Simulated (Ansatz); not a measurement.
Set up this calculation in Ansatz 0.2.0, as the native input.

```yaml
Task: relaxation of cell and atoms
Functional: PBEsol
Potentials_or_basis: Ansatz PAW
Cutoff: "420 eV (not typed: the program's choice for these potentials)"
k_mesh: 8 × 8 × 7
Occupations: fermi-dirac, width 0.05 eV
Spin: no spin polarisation
```

PtSe:

```
CELL_PARAMETERS angstrom
3.70187 0.00000 0.00000
-1.85094 3.20591 0.00000
0.00000 0.00000 3.61284
ATOMIC_POSITIONS crystal
Pt 0.00000 0.00000 0.00000
Se 0.66667 0.33333 0.50000
```

The cell comes from a database or a generator and needn't be the stable form of this composition.

One way to write it, as run:

input.yaml

```yaml
crystal:
  lattice:
    - [3.70187033, 0.0, 0.0]
    - [-1.85093516, 3.20591375, 0.0]
    - [0.0, 0.0, 3.61284203]
  atoms:
    - { symbol: Pt, position: [0.0, 0.0, 0.0] }
    - { symbol: Se, position: [0.6666666667, 0.3333333333, 0.5] }
hamiltonian:
  xc: pbesol
  pseudopotentials: { kind: paw }
kpoints:
  mp_grid: { grid: [8, 8, 7] }
scf:
  occupations: { method: fermi_dirac, width: 0.05 }
output:
  forces: true
  stress: true
  eigenvalues: true
relax:
  f_tol: 0.01
  max_steps: 40
  cell: { stress_tol: 0.05 }
```

Potentials or basis: Ansatz PAW.

Run with:

```bash
$ ansatz run input.yaml --threads 2 --pin off --max-ram 5632MiB --backend cpu --events-out ev --progress --plain --runs-dir out
```

Results of the run:

| Property | Result |
| --- | --- |
| Relaxed volume | 18.43 Å³/atom |
| Relaxed cell | a = 3.694 Å, b = 3.694 Å, c = 3.120 Å, α = 90.00°, β = 90.00°, γ = 120.00° |
| Space group after relaxing (to 0.05 Å) | P-6m2 (No. 187) |
| Energy gained by relaxing | 215.8 meV/atom |
| Ionic steps | 8 |
| Pressure after relaxing | 0.0 GPa |
| Band gap on the k mesh | none (metal or under the smearing width) |

Caveat: the plane-wave basis is chosen anew once the cell has moved, so the energies of steps on either side of that aren't comparable; the PAW data sets come from PBE, with cores solved anew for the run's functional, which leaves a small shift of forces and pressure.

It took 20 s on 2 threads of Arm Neoverse V1, on a shared host, peak memory 0.36 GiB.
